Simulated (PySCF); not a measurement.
**A diatomic session: CsO**

The task here is to estimate one member of a computed series from the others.

Method: Cs def2-TZVP with ECP46, O def2-TZVP, scalar-relativistic core potentials; program: PySCF 2.14.0.

1 further run of the same task is left out (it didn't finish).

The first run:

Settings of the job:

```yaml
atoms: Cs, O
charge: 0
basis: Cs def2-TZVP with ECP46, O def2-TZVP
Hamiltonian: scalar-relativistic core potentials
basis_functions: 60
electrons_treated: 17
masses_in_u: 132.9054, 15.9949
levels: PBE0, PBE, r²SCAN, PBEsol, M06, r²SCAN0, CAM-B3LYP, HF, MP2, SCS-MP2
grid: 80 radial by 434 angular points
occupations: held fixed by the projection of orbital angular momentum
dissociation_limit: Cs + O, each in its ground configuration
starting_distance_in_angstrom: 2.805
values_of_2S_to_try: 1, 3
```

Started as:

```sh
OMP_NUM_THREADS=1 python dia.py task.json out
```

Among the steps run: The job; The PBE0 curve of the state that the search chose; Higher solutions at PBE0; PBE (GGA); r²SCAN (meta-GGA); PBEsol (GGA); M06 (hybrid meta-GGA); r²SCAN0; CAM-B3LYP (range-separated hybrid); UHF (mean field).

One table of the session follows, with a row left open; its other results are not shown here.

It belongs to the step «The curves together». Energy (eV) from each level's lowest point:

```
R (Å)    UHF  UHF-MP2  UHF-SCS-MP2    PBE  PBEsol
2.177  0.786    0.672        0.703  0.588   0.518
2.278  0.395    0.321        0.342  0.267   0.220
2.379  0.159    0.117        0.130  0.088   0.061
2.455  0.060    0.035        0.043  0.022   0.009
2.531      ?        ?            ?      ?       ?
2.607  0.000    0.000        0.000  0.011   0.023
2.708  0.032    0.042        0.038  0.063   0.090
2.835  0.121    0.139        0.131  0.168   0.211
2.987  0.274    0.296        0.284  0.325   0.385
3.189  0.514    0.537        0.522  0.553   0.632
```

Estimate the missing values for R (Å) = 2.531.

Worked estimate for «UHF». A straight line through the neighbours (2.455, 0.060) and (2.607, 0.000) gives 0.060 + (0.000 − 0.060) × (2.531 − 2.455) / (2.607 − 2.455) = 0.030; a parabola fitted to 4 rows on both sides gives 0.011.

As computed: UHF: 0.010; UHF-MP2: 0.000; UHF-SCS-MP2: 0.003; PBE: 0.000; PBEsol: 0.000. In «UHF» the line misses by +0.020 and the parabola by +0.001.
